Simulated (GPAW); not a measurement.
Runs of GPAW 26.7.0 on Ti3Se. Symmetry: P-6m2, No. 187, hexagonal system. The conventional cell has a = 3.197 Å, b = 3.197 Å, c = 7.943 Å, α = 90.00°, β = 90.00°, γ = 120.00°. Se (site symmetry -6m2) is surrounded by 6 Ti at 2.58 Å. Ti (site symmetry -6m2) has 12 Ti at 2.85 to 3.20 Å as nearest neighbours. Around Ti (site symmetry 3m) lie 3 Se at 2.58 Å and 3 Ti at 2.85 Å. The cell comes from a database or a generator and needn't be the stable form of this composition.

```tsv
task	level	potentials or basis	cell	k mesh	band path	band points	mesh quality	gap on the mesh (eV)	pressure (GPa)	largest force (eV/Å)
single point	PBEsol	PAW data sets generated in the run's folder for this functional, pw	as given	10 × 10 × 4	-	-	not flagged	none	-4.7	(a)
band structure	LDA	the program's PAW data sets (release 1.2.1) made for this functional, pw	as given	6 × 6 × 3	GMKGALHA,LM,KH	60	coarse	-	-8.2	0.10
single point	PBEsol	PAW data sets generated in the run's folder for this functional, pw	atoms moved at random, drawn with an rms of 0.05 Å	10 × 10 × 4	-	-	not flagged	none	-4.1	0.39
band structure	PBEsol	PAW data sets generated in the run's folder for this functional, pw	as given	6 × 6 × 3	GMKGALHA,LM,KH	60	coarse	-	-4.7	0.09
```

Alike in all rows: no spin polarisation; cutoff (eV) 600; smearing fermi-dirac 0.05 eV.

Problem. Estimate the missing entries.

Solution. (a) 0.07.

Caveats: some runs use coarse meshes.

A k mesh can miss the band edges, and the runs leave out spin-orbit coupling on Se.

A gap of «none» marks a metal or a gap under the smearing width.
